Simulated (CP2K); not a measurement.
# singlet [C2F5]+ at 3 levels

Wanted: a comparison of 3 runs (B3LYP/6-31G*, PBE0/TZV2P-MOLOPT-PBE0-GTH, revPBE-D3(BJ)/TZV2P-MOLOPT-PBE-GTH) of singlet [C2F5]+. 

The calculation is run with CP2K 2026.2.

2 further runs of the same task are left out: 1 that didn't finish, 1 set aside as unsound or not needed.

## Step 1: The structure to begin with

[C2F5]+: 7 atoms, total charge +1, spin state singlet. As SMILES of the parent species, `F[C](F)C(F)(F)F`. The shape is that of a PBE0-D4/def2-TZVP optimisation. That shape belongs to the parent species and isn't relaxed for this state.

Bond lengths: F1–C2 1.312 Å, C2–F3 1.312 Å, C2–C4 1.514 Å, C4–F5 1.327 Å, C4–F6 1.327 Å, C4–F7 1.338 Å. Angles: F1–C2–F3 112.2°, F1–C2–C4 114.4°, F3–C2–C4 114.4°, C2–C4–F5 109.8°, C2–C4–F6 109.7°, C2–C4–F7 111.6°, F5–C4–F6 109.4°, F5–C4–F7 108.1°, F6–C4–F7 108.1°.

## Step 2: The energy at B3LYP/6-31G(d) (spherical functions) (run 1)

molecule.inp reads:

```
&GLOBAL
    PROJECT molecule
    RUN_TYPE ENERGY
    PRINT_LEVEL MEDIUM
&END GLOBAL

&FORCE_EVAL
    METHOD Quickstep
    &DFT
        BASIS_SET_FILE_NAME ./6_31gs.basis
        POTENTIAL_FILE_NAME POTENTIAL
        CHARGE 1
        MULTIPLICITY 1
        &QS
            METHOD GAPW
            EPS_DEFAULT 1.0E-10
        &END QS
        &MGRID
            CUTOFF 280
            REL_CUTOFF 50
            NGRIDS 4
        &END MGRID
        &POISSON
            PERIODIC NONE
            POISSON_SOLVER MULTIPOLE
        &END POISSON
        &SCF
            SCF_GUESS ATOMIC
            EPS_SCF 1.0E-07
            MAX_SCF 150
            ADDED_MOS 3
            &DIAGONALIZATION
                ALGORITHM STANDARD
            &END DIAGONALIZATION
            &MIXING
                METHOD DIRECT_P_MIXING
                ALPHA 0.4
            &END MIXING
        &END SCF
        &XC
            &XC_FUNCTIONAL
                &HYB_GGA_XC_B3LYP
                &END HYB_GGA_XC_B3LYP
            &END XC_FUNCTIONAL
            &HF
                FRACTION 0.2
                &SCREENING
                    EPS_SCHWARZ 1.0E-10
                    SCREEN_ON_INITIAL_P F
                &END SCREENING
                &INTERACTION_POTENTIAL
                    POTENTIAL_TYPE COULOMB
                &END INTERACTION_POTENTIAL
                &MEMORY
                    MAX_MEMORY 1050
                &END MEMORY
            &END HF
        &END XC
        &PRINT
            &MOMENTS
                PERIODIC F
                REFERENCE COM
                MAX_MOMENT 1
            &END MOMENTS
            &MO ON
                ENERGIES T
                OCCUPATION_NUMBERS T
                NDIGITS 6
                &EACH
                    QS_SCF 0
                &END EACH
                ADD_LAST NUMERIC
            &END MO
            &LOWDIN ON
            &END LOWDIN
            &HIRSHFELD OFF
            &END HIRSHFELD
        &END PRINT
    &END DFT
    &SUBSYS
        &CELL
            ABC [angstrom] 10 10 9.5
            PERIODIC NONE
        &END CELL
        &COORD
            F      1.561030    -0.846020     0.512950
            C      0.322010    -0.468420     0.723150
            F     -0.464130    -1.481230     1.002660
            C     -0.228340     0.480800    -0.320510
            F      0.577960     1.527090    -0.444820
            F     -1.434800     0.896110     0.043240
            F     -0.333720    -0.108340    -1.516660
        &END COORD
        &TOPOLOGY
            &CENTER_COORDINATES
            &END CENTER_COORDINATES
        &END TOPOLOGY
        &KIND F
            BASIS_SET 6-31Gs
            POTENTIAL ALL
            LEBEDEV_GRID 194
            RADIAL_GRID 100
        &END KIND
        &KIND C
            BASIS_SET 6-31Gs
            POTENTIAL ALL
            LEBEDEV_GRID 194
            RADIAL_GRID 100
        &END KIND
    &END SUBSYS
&END FORCE_EVAL
```

Run with:

```console
$ OMP_NUM_THREADS=1 cp2k.psmp molecule.inp > molecule.out
```

Standard output:

```text
CP2K| version string:                                       CP2K version 2026.2
[...]
 GLOBAL| Method name                                                        CP2K
[...]
 GLOBAL| Run type                                                         ENERGY
[...]
 DFT| Spin restricted Kohn-Sham (RKS) calculation                            RKS
 DFT| Multiplicity                                                             1
[...]
 DFT| Charge                                                                   1
[...]
 FUNCTIONAL| HYB_GGA_XC_B3LYP:
[...]
 QS| Method:                                                                GAPW
[...]
 QS| Density cutoff [a.u.]:                                                140.0
[...]
 QS| Relative density cutoff [a.u.]:                                        25.0
[...]
                             - Atoms:                                          7
[...]
                             - Spherical basis functions:                     98
[...]
 Number of electrons:                                                         56
[...]
     1 P_Mix/Diag. 0.40E+00   13.7     0.60391653      -570.7220060807 -5.71E+02
[...]
    17 DIIS/Diag.  0.23E-06    5.5     0.00000007      -574.9572591941 -3.30E-12
  *** SCF run converged in    17 steps ***
[...]
  Overlap energy of the core charge distribution:               0.00000022294585
  Self energy of the core charge distribution:               -581.04244166209332
  Core Hamiltonian energy:                                    -38.81246209035325
  Hartree energy:                                              77.90568591844689
  Exchange-correlation energy:                                -17.16501463043716
  Hartree-Fock Exchange energy:                               -12.03327714871537
[...]
                     Mulliken Population Analysis
 #  Atom  Element  Kind  Atomic population                           Net charge
       1     F        1          9.051971                             -0.051971
       2     C        2          5.221235                              0.778765
       3     F        1          9.051998                             -0.051998
       4     C        2          5.097722                              0.902278
       5     F        1          9.201783                             -0.201783
       6     F        1          9.201916                             -0.201916
       7     F        1          9.173374                             -0.173374
 # Total charge                             56.000000                  1.000000
[...]
 ENERGY| Total FORCE_EVAL ( QS ) energy [hartree]           -574.957259194138601
[...]
```

Wall time 1.7 min (1 thread of Intel Xeon at 2.50GHz (Skylake/Cascade Lake), shared host); peak memory 0.66 GiB.

## Step 3: The energy at PBE0/TZV2P-MOLOPT-PBE0-GTH (core potential) (run 2)

molecule.xyz reads:

```xyz
7

F      1.561030    -0.846020     0.512950
C      0.322010    -0.468420     0.723150
F     -0.464130    -1.481230     1.002660
C     -0.228340     0.480800    -0.320510
F      0.577960     1.527090    -0.444820
F     -1.434800     0.896110     0.043240
F     -0.333720    -0.108340    -1.516660
```

run.inp reads:

```
&GLOBAL
 PROJECT run
 RUN_TYPE ENERGY
 PRINT_LEVEL MEDIUM
&END

&FORCE_EVAL
 METHOD QS
 &DFT
  BASIS_SET_FILE_NAME BASIS_MOLOPT_UZH
  BASIS_SET_FILE_NAME BASIS_ADMM_UZH
  POTENTIAL_FILE_NAME POTENTIAL_UZH
  CHARGE 1
  MULTIPLICITY 1
  &QS
   METHOD GPW
   EPS_DEFAULT 1.0E-10
  &END
  &MGRID
   CUTOFF 400
   REL_CUTOFF 50
   NGRIDS 4
  &END
  &POISSON
   PERIODIC NONE
   POISSON_SOLVER MULTIPOLE
  &END
  &SCF
   SCF_GUESS ATOMIC
   EPS_SCF 1.0E-06
   MAX_SCF 80
   ADDED_MOS 3
   &DIAGONALIZATION
    ALGORITHM STANDARD
   &END
   &MIXING
    METHOD DIRECT_P_MIXING
    ALPHA 0.4
   &END
  &END
  &XC
   &XC_FUNCTIONAL
    &PBE
     SCALE_X 0.75
     SCALE_C 1.0
    &END
   &END
   &HF
    FRACTION 0.25
    &SCREENING
     EPS_SCHWARZ 1.0E-09
     SCREEN_ON_INITIAL_P F
    &END
    &INTERACTION_POTENTIAL
     POTENTIAL_TYPE COULOMB
    &END
    &MEMORY
     MAX_MEMORY 1050
    &END
   &END
  &END
  &AUXILIARY_DENSITY_MATRIX_METHOD
   ADMM_TYPE ADMMS
   EXCH_CORRECTION_FUNC PBEX
  &END
  &PRINT
   &MOMENTS
    PERIODIC F
    REFERENCE COM
    MAX_MOMENT 1
   &END
   &MO ON
    ENERGIES T
    OCCUPATION_NUMBERS T
    NDIGITS 6
    &EACH
     QS_SCF 0
    &END
    ADD_LAST NUMERIC
   &END
   &HIRSHFELD OFF
   &END
  &END
 &END
 &SUBSYS
  &CELL
   ABC [angstrom] 10 10 9.5
   PERIODIC NONE
  &END
  &TOPOLOGY
   COORD_FILE_NAME molecule.xyz
   COORD_FILE_FORMAT XYZ
   &CENTER_COORDINATES
   &END
  &END
  &KIND F
   BASIS_SET ORB TZV2P-MOLOPT-PBE0-GTH-q7
   BASIS_SET AUX_FIT admm-tzp-q7
   POTENTIAL GTH-PBE0-q7
  &END
  &KIND C
   BASIS_SET ORB TZV2P-MOLOPT-PBE0-GTH-q4
   BASIS_SET AUX_FIT admm-tzp-q4
   POTENTIAL GTH-PBE0-q4
  &END
 &END
&END
```

Run with:

```console
$ OMP_NUM_THREADS=1 cp2k.psmp run.inp > run.out
```

Standard output:

```text
CP2K| version string:                                       CP2K version 2026.2
[...]
 GLOBAL| Method name                                                        CP2K
[...]
 GLOBAL| Run type                                                         ENERGY
[...]
 DFT| Spin restricted Kohn-Sham (RKS) calculation                            RKS
 DFT| Multiplicity                                                             1
[...]
 DFT| Charge                                                                   1
[...]
 FUNCTIONAL| PBE:
 QS| Method:                                                                 GPW
[...]
 QS| Density cutoff [a.u.]:                                                200.0
[...]
 QS| Relative density cutoff [a.u.]:                                        25.0
[...]
                             - Atoms:                                          7
[...]
                             - Spherical basis functions:                    203
[...]
 Number of electrons:                                                         42
[...]
     1 P_Mix/Diag. 0.40E+00   12.7     1.41952962      -128.1599270430 -1.28E+02
[...]
    16 DIIS/Diag.  0.29E-05    7.7     0.00000093      -131.9008240411 -1.29E-11
  *** SCF run converged in    16 steps ***
[...]
  Overlap energy of the core charge distribution:               0.00000003932323
  Self energy of the core charge distribution:               -354.51219071601514
  Core Hamiltonian energy:                                     98.08307770651641
  Hartree energy:                                             150.65314387544188
  Exchange-correlation energy:                                -20.05176094162289
  Hartree-Fock Exchange energy:                                -6.07309400473883
  Total energy:                                              -131.90082404109532
[...]
  Dipole moment [Debye]
    X=  0.1288131E+01 Y= -0.1953988E+01 Z=  0.2786022E+01  Total=      3.6385803
 ENERGY| Total FORCE_EVAL ( QS ) energy [hartree]           -131.900824041095319
[...]
```

It took 2.3 min on 1 thread of Intel Xeon at 2.50GHz (Skylake/Cascade Lake), shared host; peak memory 1 GiB.

## Step 4: The energy at revPBE-D3(BJ)/TZV2P-MOLOPT-PBE-GTH (core potential) (run 3)

molecule.xyz is that of step 3.

run.inp reads:

```
&global
   project run
   run_type ENERGY
   print_level MEDIUM
&end

&force_eval
   method QUICKSTEP
   &dft
      basis_set_file_name BASIS_MOLOPT_UZH
      potential_file_name POTENTIAL_UZH
      charge 1
      multiplicity 1
      &qs
         method GPW
         eps_default 1.0E-10
      &end
      &mgrid
         cutoff 400
         rel_cutoff 50
         ngrids 4
      &end
      &poisson
         periodic NONE
         poisson_solver MULTIPOLE
      &end
      &scf
         scf_guess ATOMIC
         eps_scf 1.0E-06
         max_scf 30
         &ot ON
            minimizer DIIS
            preconditioner FULL_ALL
         &end
         &outer_scf
            eps_scf 1.0E-06
            max_scf 5
         &end
      &end
      &xc
         &xc_functional
            &pbe
               parametrization REVPBE
            &end
         &end
         &vdw_potential
            potential_type PAIR_POTENTIAL
            &pair_potential
               type DFTD3(BJ)
               parameter_file_name dftd3.dat
               reference_functional revPBE
               r_cutoff 15
            &end
         &end
      &end
      &print
         &moments
            periodic F
            reference COM
            max_moment 1
         &end
         &mo_cubes
            nlumo 3
            nhomo -1
            write_cube F
         &end
         &hirshfeld OFF
         &end
      &end
   &end
   &subsys
      &cell
         abc [angstrom] 10 10 9.5
         periodic NONE
      &end
      &topology
         coord_file_name molecule.xyz
         coord_file_format XYZ
         &center_coordinates
         &end
      &end
      &kind F
         basis_set TZV2P-MOLOPT-PBE-GTH-q7
         potential GTH-PBE-q7
      &end
      &kind C
         basis_set TZV2P-MOLOPT-PBE-GTH-q4
         potential GTH-PBE-q4
      &end
   &end
&end
```

Run with:

```console
$ OMP_NUM_THREADS=1 cp2k.psmp -i run.inp > run.out 2>&1
```

Standard output:

```text
CP2K| version string:                                       CP2K version 2026.2
[...]
 GLOBAL| Method name                                                        CP2K
[...]
 GLOBAL| Run type                                                         ENERGY
[...]
 DFT| Spin restricted Kohn-Sham (RKS) calculation                            RKS
 DFT| Multiplicity                                                             1
[...]
 DFT| Charge                                                                   1
[...]
 FUNCTIONAL| PBE:
[...]
 QS| Method:                                                                 GPW
[...]
 QS| Density cutoff [a.u.]:                                                200.0
[...]
 QS| Relative density cutoff [a.u.]:                                        25.0
[...]
                             - Atoms:                                          7
[...]
                             - Spherical basis functions:                    203
[...]
 Number of electrons:                                                         42
[...]
     1 OT DIIS     0.15E+00    3.4     0.11270535      -128.4909591443 -1.28E+02
[...]
     5 OT DIIS     0.15E+00    3.8     0.00000091      -132.2767345281 -3.40E-09
  *** SCF run converged in     5 steps ***
[...]
  Overlap energy of the core charge distribution:               0.00000003895456
  Self energy of the core charge distribution:               -348.42982957523839
  Core Hamiltonian energy:                                     98.20012566363319
  Hartree energy:                                             144.41835265217836
  Exchange-correlation energy:                                -26.45523098242013
  Dispersion energy:                                           -0.01015232522387
  Total energy:                                              -132.27673452811626
[...]
  Dipole moment [Debye]
    X=  0.1208389E+01 Y= -0.1935184E+01 Z=  0.2480418E+01  Total=      3.3701060
[...]
 WARNING : did not converge in ot_eigensolver
 number of iterations          299  exceeded maximum
 current gradient / target gradient   1.6593291823151343E-004  /    1.0000000000000001E-005
[...]
 HOMO - LUMO gap [eV] :    2.157612
 ENERGY| Total FORCE_EVAL ( QS ) energy [hartree]           -132.276734528116265
[...]
```

Wall time 2.5 min (1 thread of Intel Xeon at 2.50GHz (Skylake/Cascade Lake), shared host); peak memory 0.85 GiB.

## Step 5: Overview of the runs

```csv
run,level,core potential,scheme,energy (Eh),HOMO energy (eV),LUMO energy (eV),HOMO–LUMO gap (eV),wall time
1,B3LYP/6-31G* (spherical functions),none,GAPW,-574.957259,-17.69,-13.29,4.40,1.7 min
2,PBE0/TZV2P-MOLOPT-PBE0-GTH (core potential),GTH-PBE0,GPW,-131.900824,-18.37,-13.23,5.15,2.3 min
3,revPBE-D3(BJ)/TZV2P-MOLOPT-PBE-GTH (core potential),GTH-PBE,GPW,-132.276735,-16.16,-14.00,2.16,2.5 min
```

## Step 6: What came out

| quantity | value |
| --- | --- |
| run 3: total energy | -132.27673 Eh |
| run 3: HOMO energy | -16.16 eV |
| run 3: LUMO energy | -14.00 eV |
| run 3: HOMO–LUMO gap | 2.16 eV |
| run 3: dispersion energy | -26.65 kJ/mol |

**Reading.** The HOMO–LUMO gap runs from 2.16 eV (revPBE-D3(BJ)/TZV2P-MOLOPT-PBE-GTH) to 5.15 eV (PBE0/TZV2P-MOLOPT-PBE0-GTH). The two ends differ in method and basis. Totals of different functionals can't be ranked against each other. Some runs of one species differ in core potentials or relativity; totals across that change don't compare. All runs together took 6.5 min, the longest 2.5 min.
